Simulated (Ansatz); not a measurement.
From input file to script: SrBr2, space group P4_2/mnm in Ansatz 0.2.0.

```yaml
crystal:
  lattice:
    a: 7.10819
    b: 7.10819
    c: 4.6756
    alpha: 90.0
    beta: 90.0
    gamma: 90.0
  space_group: 136
  setting:
    hermann_mauguin: P42/mnm
  atoms:
    - { symbol: Sr, position: [0.0, 0.0, 0.0] }
    - { symbol: Br, position: [0.30385, 0.30385, 0.0] }
kpoints:
  mp_grid:
    grid: [3, 3, 4]
hamiltonian:
  xc: lda
  pseudopotentials:
    kind: paw
scf:
  max_iter: 60
  occupations:
    method: fixed
output:
  eigenvalues: true
```

Notebook, run cell by cell (the value of a cell's last expression is shown):

**Cell 1**
```python
import warnings

import ansatz as az
```

**Cell 2**
```python
FUNCTIONAL = 'lda'
MESH = (3, 3, 4)
```

**Cell 3**
```python
system = (
    az.Lattice.from_parameters(7.10819, 7.10819, 4.6756, alpha=90, beta=90, gamma=90)
    .space_group(136, hermann_mauguin='P42/mnm')
    .atom('Sr', [0.0, 0.0, 0.0])
    .atom('Br', [0.30385, 0.30385, 0.0])
)
```

**Cell 4**
```python
system.resolved().sites[-1]
```
Output:
```text
Site(symbol='Br', position=(0.80385, 0.19615, 0.5), moment=None, axis=None, held=None, saved=None)
```

**Cell 5**
```python
base = (
    system.calculation()
    .functional(FUNCTIONAL)
    .pseudopotentials('paw')
    .kpoints(*MESH)
)
```

**Cell 6**
```python
warnings.simplefilter('ignore')
r = None
try:
    outcome = base.occupations('fixed').scf(max_iterations=60).band_table().run()
    kinds = {n['data']['kind'] for n in outcome.notices if n['data'].get('severity') != 'audit'}
    print('fixed occupations: gap by band count', round(outcome.report['gap_by_band_count_ev'], 3), 'eV, notices', sorted(kinds))
    if outcome.report['gap_by_band_count_ev'] > 0.1:
        r = outcome.report
except az.AnsatzError as error:
    print(type(error).__name__, 'under fixed occupations:', str(error)[:140])
if r is None:
    r = base.occupations('fermi_dirac', width=0.1).run().report
    print('smeared: TS =', round(r['entropy_ts_ev'], 5), 'eV')
print(f'F = {r["free_energy_ev"]:.5f} eV')
```
Output:
```text
fixed occupations: gap by band count 4.029 eV, notices []
F = -17676.47892 eV
```

Total energies depend on the potentials; only differences at equal settings carry meaning. A total without «per atom» is that of the cell as typed. Along an axis with an odd division the mesh misses the point at one half; a gap read on a finite mesh is an upper bound on this functional's gap. Semilocal gaps usually lie well under measured ones. This cell is a computed structure, which may not be the phase found in nature. Gaps and levels are Kohn-Sham values on a finite set of k-points, without spin-orbit coupling. It ran for 5.4 s on 1 thread of Intel(R) Xeon(R) Processor @ 2.30GHz, with other jobs on the host, peak memory 0.61 GiB.

(Lines on the test bed's own set-up are left out of the output.)
